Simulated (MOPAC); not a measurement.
**MoN3H4Cl (SMILES [NH]=[Mo](=[NH])([NH2])[Cl]) at PM6-D3H4**

What is the adiabatic ionisation energy of MoN3H4Cl at PM6-D3H4? 

Program for the calculation: MOPAC 23.2.5.

1 further run of the same task is left out (set aside as unsound or not needed).

## (1) The molecule

The species is MoN3H4Cl (9 atoms), meant as a singlet with charge 0. As SMILES, `[NH]=[Mo](=[NH])([NH2])[Cl]`. All atoms were displaced at random from a relaxed shape. The run starts from this shape.

Bond lengths: N1–Mo2 1.721 Å, Mo2–N3 1.724 Å, Mo2–N4 1.932 Å, Mo2–Cl5 2.315 Å, N1–H6 1.001 Å, N3–H7 0.999 Å, N4–H8 1.000 Å, N4–H9 1.005 Å. Some angles: N1–Mo2–N3 111.3°, N1–Mo2–N4 107.3°, N1–Mo2–Cl5 108.8°, N3–Mo2–N4 107.2°, N3–Mo2–Cl5 109.7°, N4–Mo2–Cl5 112.5°, Mo2–N1–H6 156.4°, Mo2–N3–H7 156.1°, Mo2–N4–H8 122.5°, Mo2–N4–H9 121.9°.

## (2) A geometry optimisation at PM6-D3H4

Input file clh4mon3.mop:

```
PM6-D3H4 DISP GRADIENTS GNORM=0.01 CYCLES=300 EF MULLIK AUX(PRECISION=9) THREADS=1
job ClH4MoN3

N     -0.643684     1.575546     0.209253
Mo     0.031315     0.130636    -0.436908
N      1.731990     0.058076    -0.163195
N     -0.763838    -1.351441     0.513991
Cl    -0.397314     0.058542    -2.710288
H     -0.634992     2.485797     0.626167
H      2.629392     0.404977     0.104172
H     -0.237050    -2.152976     0.796915
H     -1.628777    -1.257673     1.016346
```

Run with:

```sh
$ mopac clh4mon3.mop
```

clh4mon3.out, shortened:

```text
MOPAC v23.2.5
PM6-D3H4 CALCULATION RESULTS
[...]
 *  GNORM      - EXIT WHEN GRADIENT NORM DROPS BELOW 0.010
[...]
           Empirical Formula: H4 N3 Mo Cl  =     9 atoms
      MOLECULAR POINT GROUP   :   Cs
[...]
 CYCLE:     1 TIME:   0.000 TIME LEFT:  2.00D  GRAD.:    94.889 HEAT:  32.26023
[...]
 CYCLE:    44 TIME:   0.000 TIME LEFT:  2.00D  GRAD.:     0.009 HEAT:  20.75737
[...]
     SCF FIELD WAS ACHIEVED
[...]
                              SUM =         20.75737 KCAL/MOL = FINAL HEAT OF FORMATION
          TOTAL ENERGY            =      -1041.89751 EV
          ELECTRONIC ENERGY       =      -3183.99025 EV
          CORE-CORE REPULSION     =       2142.09275 EV
          COSMO AREA              =        135.55 SQUARE ANGSTROMS
          COSMO VOLUME            =        125.46 CUBIC ANGSTROMS
          GRADIENT NORM           =          0.00858          =       0.00286 PER ATOM
          IONIZATION POTENTIAL    =          9.172306 EV
          HOMO LUMO ENERGIES (EV) =         -9.172  0.840
          NO. OF FILLED LEVELS    =         16
          MOLECULAR WEIGHT        =        177.4447         POINT GROUP:  Cs
[...]
                             CARTESIAN COORDINATES
   1    N       -0.710616490     1.623150052     0.140037446
   2   Mo        0.032672767     0.122594912    -0.374120177
   3    N        1.778516024     0.029042299    -0.265514326
   4    N       -0.786649545    -1.416847703     0.647735004
   5   Cl       -0.323764947     0.171966000    -2.755942565
   6    H       -0.968868014     2.529575543     0.440404487
   7    H        2.755980143     0.144300480    -0.166469165
   8    H       -0.275348420    -2.253777965     0.920820952
   9    H       -1.671536363    -1.359623529     1.147908302
           Empirical Formula: H4 N3 Mo Cl  =     9 atoms
      MOLECULAR POINT GROUP   :   Cs
[...]
              NET ATOMIC CHARGES AND DIPOLE CONTRIBUTIONS
  ATOM NO.   TYPE          CHARGE      No. of ELECS.   s-Pop       p-Pop       d-Pop
    1          N          -0.453557        5.4536     1.58768     3.86588
    2         Mo           1.081846        4.9182     0.22852     0.55465     4.13499
    3          N          -0.453515        5.4535     1.58769     3.86583
    4          N          -0.584503        5.5845     1.53151     4.05299
    5         Cl          -0.424827        7.4248     1.99263     5.43041     0.00178
    6          H           0.204155        0.7958     0.79585
    7          H           0.204151        0.7958     0.79585
    8          H           0.213132        0.7869     0.78687
    9          H           0.213118        0.7869     0.78688
 DIPOLE           X         Y         Z       TOTAL
 POINT-CHG.     0.472    -0.412     4.521     4.564
 HYBRID        -0.115    -0.215     0.145     0.283
 SUM            0.358    -0.627     4.665     4.721
[...]
 * JOB ENDED NORMALLY *
[...]
```

It took 0.12 s on 1 thread of Intel Xeon 6975P-C (Granite Rapids), shared host.

Step by step:

| step | energy from the first frame kept (eV) | largest force (eV/Å) |
| --- | --- | --- |
| 0 | 0.0000 | 2.3827 |
| 2 | -0.2632 | 1.2219 |
| 4 | -0.3517 | 0.6858 |
| 6 | -0.3907 | 0.3426 |
| 8 | -0.4337 | 0.7636 |
| 10 | -0.4826 | 0.3944 |
| 12 | -0.4946 | 0.1776 |
| 14 | -0.4959 | 0.0413 |
| 16 | -0.4971 | 0.0438 |
| 18 | -0.4981 | 0.0399 |
| 20 | -0.4985 | 0.0234 |
| 22 | -0.4987 | 0.0162 |
| 24 | -0.4988 | 0.0089 |
| 26 | -0.4988 | 0.0044 |
| 28 | -0.4988 | 0.0041 |
| 30 | -0.4988 | 0.0040 |
| 32 | -0.4988 | 0.0010 |
| 34 | -0.4988 | 0.0015 |
| 36 | -0.4988 | 0.0009 |
| 38 | -0.4988 | 0.0005 |
| 40 | -0.4988 | 0.0007 |
| 42 | -0.4988 | 0.0004 |
| 43 | -0.4988 | 0.0002 |

After the run. Bond lengths: N1–Mo2 1.752 Å, Mo2–N3 1.752 Å, Mo2–N4 2.021 Å, Mo2–Cl5 2.409 Å, N1–H6 0.989 Å, N3–H7 0.989 Å, N4–H8 1.018 Å, N4–H9 1.018 Å. Some angles: N1–Mo2–N3 116.8°, N1–Mo2–N4 109.4°, N1–Mo2–Cl5 102.1°, N3–Mo2–N4 109.4°, N3–Mo2–Cl5 102.1°, N4–Mo2–Cl5 117.1°, Mo2–N1–H6 170.0°, Mo2–N3–H7 170.0°, Mo2–N4–H8 123.9°, Mo2–N4–H9 123.9°.

## (3) The doublet cation: a structure relaxation at PM6-D3H4

Input file job.mop:

```
GNORM=0.05 CYCLES=300 CHARGE=1 DOUBLET DISP PM6-D3H4 AUX(PRECISION=6) T=10M THREADS=1
ClH4MoN3

N     -0.710616 +1     1.623150 +1     0.140037 +1
Mo     0.032673 +1     0.122595 +1    -0.374120 +1
N      1.778516 +1     0.029042 +1    -0.265514 +1
N     -0.786650 +1    -1.416848 +1     0.647735 +1
Cl    -0.323765 +1     0.171966 +1    -2.755943 +1
H     -0.968868 +1     2.529576 +1     0.440404 +1
H      2.755980 +1     0.144300 +1    -0.166469 +1
H     -0.275348 +1    -2.253778 +1     0.920821 +1
H     -1.671536 +1    -1.359624 +1     1.147908 +1
```

Run with:

```sh
$ mopac job.mop
```

job.out:

```text
MOPAC v23.2.5
PM6-D3H4 CALCULATION RESULTS

 *  PM6-D3H4   - CORRECT DISPERSION AND HYDROGEN BOND TERMS USING THE D3H4 METHOD
 *  DOUBLET    - SPIN STATE DEFINED AS A DOUBLET
 *
 *
 *
 *                 CHARGE ON SYSTEM = +1
 *
 *
 *
 *  THREADS=1  - MULTI-THREADING NOT USED
 *  CYCLES=    - DO A MAXIMUM OF 300 STEPS
 *  GNORM      - EXIT WHEN GRADIENT NORM DROPS BELOW 0.050
 *  AUX        - OUTPUT AUXILIARY INFORMATION
 *  DISP       - PRINT DISPERSION AND HYDROGEN BOND ENERGIES
GNORM=0.05 CYCLES=300 CHARGE=1 DOUBLET DISP PM6-D3H4 AUX(PRECISION=6) T=10M THREADS=1
 ClH4MoN3

   ATOM   CHEMICAL          X               Y               Z
  NUMBER   SYMBOL      (ANGSTROMS)     (ANGSTROMS)     (ANGSTROMS)

     1       N         -0.71061600  *   1.62315000  *   0.14003700  *
     2      Mo          0.03267300  *   0.12259500  *  -0.37412000  *
     3       N          1.77851600  *   0.02904200  *  -0.26551400  *
     4       N         -0.78665000  *  -1.41684800  *   0.64773500  *
     5      Cl         -0.32376500  *   0.17196600  *  -2.75594300  *
     6       H         -0.96886800  *   2.52957600  *   0.44040400  *
     7       H          2.75598000  *   0.14430000  *  -0.16646900  *
     8       H         -0.27534800  *  -2.25377800  *   0.92082100  *
     9       H         -1.67153600  *  -1.35962400  *   1.14790800  *

          CARTESIAN COORDINATES

    NO.       ATOM           X           Y           Z

     1         N         -0.7106      1.6232      0.1400
     2        Mo          0.0327      0.1226     -0.3741
     3         N          1.7785      0.0290     -0.2655
     4         N         -0.7867     -1.4168      0.6477
     5        Cl         -0.3238      0.1720     -2.7559
     6         H         -0.9689      2.5296      0.4404
     7         H          2.7560      0.1443     -0.1665
     8         H         -0.2753     -2.2538      0.9208
     9         H         -1.6715     -1.3596      1.1479

           Empirical Formula: H4 N3 Mo Cl  =     9 atoms

      MOLECULAR POINT GROUP   :   Cs

 DOUBLET STATE CALCULATION

          UHF CALCULATION, NO. OF ALPHA ELECTRONS =   16
                           NO. OF BETA  ELECTRONS =   15

          Geometry optimization using EF

          DIAGONAL MATRIX USED AS START HESSIAN

 CYCLE:     1 TIME:   0.016 TIME LEFT: 10.00M  GRAD.:   183.410 HEAT:  221.5951
 CYCLE:     2 TIME:   0.008 TIME LEFT: 10.00M  GRAD.:   142.898 HEAT:  211.9017
 CYCLE:     3 TIME:   0.000 TIME LEFT: 10.00M  GRAD.:    82.175 HEAT:  208.1613
 CYCLE:     4 TIME:   0.000 TIME LEFT: 10.00M  GRAD.:    48.739 HEAT:  205.5068
 CYCLE:     5 TIME:   0.008 TIME LEFT: 10.00M  GRAD.:    29.819 HEAT:  204.4835
 CYCLE:     6 TIME:   0.000 TIME LEFT: 10.00M  GRAD.:    35.166 HEAT:  204.3807
 CYCLE:     7 TIME:   0.008 TIME LEFT: 10.00M  GRAD.:    21.398 HEAT:  204.0356
 CYCLE:     8 TIME:   0.000 TIME LEFT: 10.00M  GRAD.:    12.576 HEAT:  203.7976
 CYCLE:     9 TIME:   0.000 TIME LEFT: 10.00M  GRAD.:     7.395 HEAT:  203.6661
 CYCLE:    10 TIME:   0.008 TIME LEFT: 10.00M  GRAD.:    11.193 HEAT:  203.4238
 CYCLE:    11 TIME:   0.000 TIME LEFT: 10.00M  GRAD.:    13.376 HEAT:  203.1248
 CYCLE:    12 TIME:   0.008 TIME LEFT: 10.00M  GRAD.:    10.781 HEAT:  202.9537
 CYCLE:    13 TIME:   0.000 TIME LEFT: 10.00M  GRAD.:     9.227 HEAT:  202.7913
 CYCLE:    14 TIME:   0.000 TIME LEFT: 10.00M  GRAD.:     7.463 HEAT:  202.6662
 CYCLE:    15 TIME:   0.008 TIME LEFT: 10.00M  GRAD.:     4.378 HEAT:  202.5703
 CYCLE:    16 TIME:   0.000 TIME LEFT: 10.00M  GRAD.:     3.279 HEAT:  202.5490
 CYCLE:    17 TIME:   0.008 TIME LEFT: 10.00M  GRAD.:     3.914 HEAT:  202.5282
 CYCLE:    18 TIME:   0.000 TIME LEFT: 10.00M  GRAD.:     1.743 HEAT:  202.5209
 CYCLE:    19 TIME:   0.000 TIME LEFT: 10.00M  GRAD.:     1.117 HEAT:  202.5173
 CYCLE:    20 TIME:   0.008 TIME LEFT: 10.00M  GRAD.:     2.041 HEAT:  202.5109
 CYCLE:    21 TIME:   0.000 TIME LEFT: 10.00M  GRAD.:     2.120 HEAT:  202.5060
 CYCLE:    22 TIME:   0.000 TIME LEFT: 10.00M  GRAD.:     1.184 HEAT:  202.4990
 CYCLE:    23 TIME:   0.008 TIME LEFT: 10.00M  GRAD.:     0.687 HEAT:  202.4964
 CYCLE:    24 TIME:   0.000 TIME LEFT: 10.00M  GRAD.:     0.403 HEAT:  202.4959
 CYCLE:    25 TIME:   0.008 TIME LEFT: 10.00M  GRAD.:     0.374 HEAT:  202.4956
 CYCLE:    26 TIME:   0.000 TIME LEFT: 10.00M  GRAD.:     0.430 HEAT:  202.4954
 CYCLE:    27 TIME:   0.000 TIME LEFT: 10.00M  GRAD.:     0.472 HEAT:  202.4949
 CYCLE:    28 TIME:   0.008 TIME LEFT: 10.00M  GRAD.:     1.016 HEAT:  202.4955
 CYCLE:    29 TIME:   0.000 TIME LEFT: 10.00M  GRAD.:     0.478 HEAT:  202.4940
 CYCLE:    30 TIME:   0.008 TIME LEFT: 10.00M  GRAD.:     0.317 HEAT:  202.4937
 CYCLE:    31 TIME:   0.000 TIME LEFT: 10.00M  GRAD.:     0.385 HEAT:  202.4933
 CYCLE:    32 TIME:   0.008 TIME LEFT: 10.00M  GRAD.:     1.449 HEAT:  202.4975
 CYCLE:    33 TIME:   0.000 TIME LEFT: 10.00M  GRAD.:     0.525 HEAT:  202.4929
 CYCLE:    34 TIME:   0.000 TIME LEFT: 10.00M  GRAD.:     0.444 HEAT:  202.4926
 CYCLE:    35 TIME:   0.008 TIME LEFT: 10.00M  GRAD.:     0.652 HEAT:  202.4920
 CYCLE:    36 TIME:   0.000 TIME LEFT: 10.00M  GRAD.:     0.463 HEAT:  202.4914
 CYCLE:    37 TIME:   0.000 TIME LEFT: 10.00M  GRAD.:     1.403 HEAT:  202.4895
 CYCLE:    38 TIME:   0.008 TIME LEFT: 10.00M  GRAD.:     2.472 HEAT:  202.4872
 CYCLE:    39 TIME:   0.008 TIME LEFT: 10.00M  GRAD.:    10.030 HEAT:  202.4783
 CYCLE:    40 TIME:   0.008 TIME LEFT: 10.00M  GRAD.:     4.250 HEAT:  202.4594
 CYCLE:    41 TIME:   0.000 TIME LEFT: 10.00M  GRAD.:     1.526 HEAT:  202.4624
 CYCLE:    42 TIME:   0.008 TIME LEFT: 10.00M  GRAD.:     4.540 HEAT:  202.4313
 CYCLE:    43 TIME:   0.000 TIME LEFT: 10.00M  GRAD.:     7.584 HEAT:  202.3843
 CYCLE:    44 TIME:   0.008 TIME LEFT: 10.00M  GRAD.:     3.037 HEAT:  202.3557
 CYCLE:    45 TIME:   0.000 TIME LEFT: 10.00M  GRAD.:     4.495 HEAT:  202.3066
 CYCLE:    46 TIME:   0.008 TIME LEFT: 10.00M  GRAD.:     5.051 HEAT:  202.2559
 CYCLE:    47 TIME:   0.000 TIME LEFT: 10.00M  GRAD.:     2.943 HEAT:  202.2263
 CYCLE:    48 TIME:   0.000 TIME LEFT: 10.00M  GRAD.:     5.838 HEAT:  202.2021
 CYCLE:    49 TIME:   0.008 TIME LEFT: 10.00M  GRAD.:     5.664 HEAT:  202.1674
 CYCLE:    50 TIME:   0.000 TIME LEFT: 10.00M  GRAD.:     2.502 HEAT:  202.1292
 CYCLE:    51 TIME:   0.008 TIME LEFT: 10.00M  GRAD.:     6.473 HEAT:  202.1282
 CYCLE:    52 TIME:   0.000 TIME LEFT: 10.00M  GRAD.:     2.294 HEAT:  202.0959
 CYCLE:    53 TIME:   0.000 TIME LEFT: 10.00M  GRAD.:     1.990 HEAT:  202.0881
 CYCLE:    54 TIME:   0.008 TIME LEFT: 10.00M  GRAD.:     1.835 HEAT:  202.0683
 CYCLE:    55 TIME:   0.000 TIME LEFT: 10.00M  GRAD.:     1.064 HEAT:  202.0636
 CYCLE:    56 TIME:   0.008 TIME LEFT: 10.00M  GRAD.:     0.691 HEAT:  202.0608
 CYCLE:    57 TIME:   0.000 TIME LEFT: 10.00M  GRAD.:     0.678 HEAT:  202.0596
 CYCLE:    58 TIME:   0.000 TIME LEFT: 10.00M  GRAD.:     0.584 HEAT:  202.0589
 CYCLE:    59 TIME:   0.008 TIME LEFT: 10.00M  GRAD.:     1.486 HEAT:  202.0623
 CYCLE:    60 TIME:   0.000 TIME LEFT: 10.00M  GRAD.:     0.302 HEAT:  202.0574
 CYCLE:    61 TIME:   0.008 TIME LEFT: 10.00M  GRAD.:     0.177 HEAT:  202.0573
 CYCLE:    62 TIME:   0.000 TIME LEFT: 10.00M  GRAD.:     0.114 HEAT:  202.0573
 CYCLE:    63 TIME:   0.000 TIME LEFT: 10.00M  GRAD.:     0.067 HEAT:  202.0572
 CYCLE:    64 TIME:   0.008 TIME LEFT: 10.00M  GRAD.:     0.130 HEAT:  202.0572
 CYCLE:    65 TIME:   0.000 TIME LEFT: 10.00M  GRAD.:     0.063 HEAT:  202.0572
 CYCLE:    66 TIME:   0.000 TIME LEFT: 10.00M  GRAD.:     0.069 HEAT:  202.0572
 CYCLE:    67 TIME:   0.008 TIME LEFT: 10.00M  GRAD.:     0.070 HEAT:  202.0571
 CYCLE:    68 TIME:   0.000 TIME LEFT: 10.00M  GRAD.:     0.055 HEAT:  202.0571
 CYCLE:    69 TIME:   0.000 TIME LEFT: 10.00M  GRAD.:     0.056 HEAT:  202.0571
 CYCLE:    70 TIME:   0.008 TIME LEFT: 10.00M  GRAD.:     0.032 HEAT:  202.0571

     GRADIENT =  0.03161 IS LESS THAN CUTOFF =  0.05000

 -------------------------------------------------------------------------------
 GNORM=0.05 CYCLES=300 CHARGE=1 DOUBLET DISP PM6-D3H4 AUX(PRECISION=6) T=10M THREADS=1
 ClH4MoN3

     GEOMETRY OPTIMISED USING EIGENVECTOR FOLLOWING (EF).
     SCF FIELD WAS ACHIEVED

                              PM6-D3H4 CALCULATION

          FINAL HEAT OF FORMATION =        202.05711 KCAL/MOL =     845.40694 KJ/MOL

          TOTAL ENERGY            =     -23845.36534 KCAL/MOL = ELECTRONIC ENERGY + CORE-CORE REPULSION
          ENERGY OF ATOMS         =      24045.46020 KCAL/MOL
                              SUM =        200.09486 KCAL/MOL
          DISPERSION ENERGY       =         -0.77875 KCAL/MOL
          H - H CORRECTION ENERGY =          2.74099 KCAL/MOL
                              SUM =        202.05711 KCAL/MOL = FINAL HEAT OF FORMATION

          TOTAL ENERGY            =      -1034.03291 EV
          ELECTRONIC ENERGY       =      -3187.94113 EV
          CORE-CORE REPULSION     =       2153.90822 EV
          COSMO AREA              =        135.14 SQUARE ANGSTROMS
          COSMO VOLUME            =        124.73 CUBIC ANGSTROMS

          GRADIENT NORM           =          0.03161          =       0.01054 PER ATOM
          IONIZATION POTENTIAL    =         13.960121 EV
          ALPHA SOMO LUMO (EV)    =        -14.178 -4.476
          BETA  SOMO LUMO (EV)    =        -13.960 -6.359
          NO. OF ALPHA ELECTRONS  =         16
          NO. OF BETA  ELECTRONS  =         15
          MOLECULAR WEIGHT        =        177.4447         POINT GROUP:  C1

          MOLECULAR DIMENSIONS (Angstroms)

            Atom       Atom       Distance
            H     9    H     7     5.02543
            H     6    H     8     4.63585
            H     7   Cl     5     3.34809

          SCF CALCULATIONS        =         73

          WALL-CLOCK TIME         =      0.242 SECONDS
          COMPUTATION TIME        =      0.240 SECONDS

   ATOM   CHEMICAL          X               Y               Z
  NUMBER   SYMBOL      (ANGSTROMS)     (ANGSTROMS)     (ANGSTROMS)

     1       N         -0.53525886  *   1.58985331  *   0.16624630  *
     2      Mo          0.04659960  *   0.03420142  *  -0.40053610  *
     3       N          1.84271763  *   0.34628354  *  -0.23001854  *
     4       N         -0.92525146  *  -1.39181555  *   0.56759584  *
     5      Cl         -0.37218139  *   0.08786790  *  -2.66202062  *
     6       H         -0.87520538  *   2.48205927  *   0.45130523  *
     7       H          2.82401495  *   0.45918118  *  -0.11653820  *
     8       H         -0.64733913  *  -2.38629444  *   0.52665074  *
     9       H         -1.68631991  *  -1.28511469  *   1.25065333  *

                             CARTESIAN COORDINATES

   1    N       -0.535258862     1.589853308     0.166246298
   2   Mo        0.046599605     0.034201417    -0.400536096
   3    N        1.842717627     0.346283540    -0.230018541
   4    N       -0.925251461    -1.391815547     0.567595836
   5   Cl       -0.372181387     0.087867903    -2.662020616
   6    H       -0.875205383     2.482059269     0.451305227
   7    H        2.824014947     0.459181175    -0.116538199
   8    H       -0.647339128    -2.386294441     0.526650745
   9    H       -1.686319909    -1.285114692     1.250653331

           Empirical Formula: H4 N3 Mo Cl  =     9 atoms

      MOLECULAR POINT GROUP   :   C1

          ALPHA EIGENVALUES
 -34.52360 -34.08867 -33.45097 -29.59602 -22.36001 -21.70584 -21.31524 -20.61202
 -20.05347 -18.46741 -17.21444 -16.52282 -16.18539 -15.30315 -14.65469 -14.17772
  -4.47595  -3.87491  -3.76430  -3.51116  -3.06042  -2.61348  -0.95603  -0.33133
  -0.24590   1.02498   1.27405   1.88726   2.35269  85.23735  85.37933  85.43088
  85.69984  85.70160

           BETA EIGENVALUES
 -34.48562 -32.61238 -31.61725 -29.74995 -22.22517 -21.38148 -20.85982 -20.20268
 -19.32567 -18.00610 -17.07392 -15.81244 -14.80036 -14.48321 -13.96012  -6.35936
  -4.56506  -3.70589  -3.61639  -3.23333  -2.63421  -1.81756  -1.00993  -0.38032
  -0.20016   1.10390   1.54116   2.12596   2.43132  85.21222  85.34955  85.39850
  85.66891  85.67023

              NET ATOMIC CHARGES AND DIPOLE CONTRIBUTIONS

  ATOM NO.   TYPE          CHARGE      No. of ELECS.   s-Pop       p-Pop       d-Pop
    1          N          -0.133444        5.1334     1.54784     3.58560
    2         Mo           1.107135        4.8929     0.23056     0.48249     4.17982
    3          N          -0.222678        5.2227     1.58129     3.64139
    4          N          -0.568306        5.5683     1.53623     4.03208
    5         Cl          -0.186535        7.1865     1.99141     5.19268     0.00244
    6          H           0.247613        0.7524     0.75239
    7          H           0.252745        0.7473     0.74726
    8          H           0.251006        0.7490     0.74899
    9          H           0.252463        0.7475     0.74754
 DIPOLE           X         Y         Z       TOTAL
 POINT-CHG.     1.143     1.227     4.738     5.026
 HYBRID        -0.013    -1.365     0.165     1.375
 SUM            1.129    -0.138     4.903     5.033

          ATOMIC ORBITAL ELECTRON POPULATIONS

     Atom    s        px        py        pz      x^2-y^2     xz        z^2       yz        xy
    1  N   1.54784   1.10891   1.21469   1.26200
    2 Mo   0.23056   0.15507   0.13377   0.19365   0.73728   0.88568   0.84045   0.83999   0.87642
    3  N   1.58129   1.22227   1.07114   1.34797
    4  N   1.53623   1.35661   1.23842   1.43705
    5 Cl   1.99141   1.83859   1.85609   1.49800   0.00020   0.00080   0.00039   0.00092   0.00014
    6  H   0.75239
    7  H   0.74726
    8  H   0.74899
    9  H   0.74754

                    (SZ)    =    0.500000
                    (S**2)  =    0.879824

          ATOMIC ORBITAL SPIN POPULATIONS

    Atom   Total    s     px     py     pz   x^2-y^2  xz     z^2    yz     xy
         Atomic
    1  N  0.6920  0.038  0.435  0.091  0.128
    2 Mo -0.5508 -0.024 -0.012 -0.011 -0.022 -0.098 -0.125 -0.043 -0.058 -0.157
    3  N  0.9866  0.050  0.064  0.666  0.207
    4  N -0.0081 -0.008  0.003 -0.000 -0.003
    5 Cl -0.0329 -0.000 -0.016 -0.011 -0.006 -0.000 -0.000 -0.000 -0.000 -0.000
    6  H -0.0310 -0.031
    7  H -0.0436 -0.044
    8  H -0.0038 -0.004
    9  H -0.0083 -0.008

 *                    *
 * JOB ENDED NORMALLY *
 *                    *

 TOTAL JOB TIME:             0.24 SECONDS

 == MOPAC DONE ==
```

It took 0.26 s on 1 thread of Intel Xeon 6975P-C (Granite Rapids), shared host.

The path in brief:

| step | energy from the first frame kept (eV) | largest force (eV/Å) |
| --- | --- | --- |
| 0 | 0.0000 | 6.2495 |
| 3 | -0.6977 | 1.2942 |
| 6 | -0.7614 | 0.4412 |
| 9 | -0.7880 | 0.2603 |
| 12 | -0.8154 | 0.2193 |
| 15 | -0.8259 | 0.0670 |
| 18 | -0.8273 | 0.0290 |
| 21 | -0.8281 | 0.0328 |
| 24 | -0.8282 | 0.0091 |
| 27 | -0.8282 | 0.0248 |
| 30 | -0.8283 | 0.0135 |
| 33 | -0.8284 | 0.0131 |
| 36 | -0.8285 | 0.0396 |
| 39 | -0.8298 | 0.1244 |
| 42 | -0.8331 | 0.2142 |
| 45 | -0.8386 | 0.1484 |
| 48 | -0.8425 | 0.1358 |
| 51 | -0.8456 | 0.0757 |
| 54 | -0.8470 | 0.0351 |
| 57 | -0.8472 | 0.0177 |
| 60 | -0.8472 | 0.0054 |
| 63 | -0.8472 | 0.0032 |
| 66 | -0.8472 | 0.0022 |
| 69 | -0.8472 | 0.0010 |

After the run. Bond lengths: N1–Mo2 1.755 Å, Mo2–N3 1.831 Å, Mo2–N4 1.979 Å, Mo2–Cl5 2.301 Å, N1–H6 0.996 Å, N3–H7 0.994 Å, N4–H8 1.033 Å, N4–H9 1.028 Å. Some angles: N1–Mo2–N3 98.3°, N1–Mo2–N4 108.5°, N1–Mo2–Cl5 103.7°, N3–Mo2–N4 124.0°, N3–Mo2–Cl5 105.4°, N4–Mo2–Cl5 114.1°, Mo2–N1–H6 177.8°, Mo2–N3–H7 176.5°, Mo2–N4–H8 122.8°, Mo2–N4–H9 127.9°.

## (4) Outcome

At PM6-D3H4:

| quantity | value |
| --- | --- |
| run 1, PM6-D3H4: total energy at the end | -38.28903 Eh |
| run 1, PM6-D3H4: dipole moment | 4.72 D |
| run 1, PM6-D3H4: HOMO energy | -9.17 eV |
| run 1, PM6-D3H4: LUMO energy | 0.84 eV |
| run 1, PM6-D3H4: HOMO–LUMO gap | 10.01 eV |
| run 1, PM6-D3H4: dispersion energy | -3.21 kJ/mol |
| run 1, PM6-D3H4: heat of formation | 20.8 kcal/mol |
| doublet cation: total energy at the end | -38.00001 Eh |
| doublet cation: HOMO energy (over α and β) | -13.96 eV |
| doublet cation: LUMO energy (over α and β) | -6.36 eV |
| doublet cation: dispersion energy | -3.26 kJ/mol |
| doublet cation: heat of formation | 202.1 kcal/mol |
| doublet cation: ⟨S²⟩ | 0.880 |
| adiabatic ionisation energy (to the doublet cation, no zero-point term) | 7.862 eV |

In words: The adiabatic ionisation energy (to the doublet cation, no zero-point term) is 7.86 eV (181 kcal/mol). The optimisation (run 1, PM6-D3H4) took 43 steps and changed the energy by -0.499 eV. ⟨S²⟩ (doublet cation) is 0.88 where a pure doublet has 0.75: the reference is spin-contaminated. The optimisation (doublet cation) took 69 steps and changed the energy by -0.847 eV.
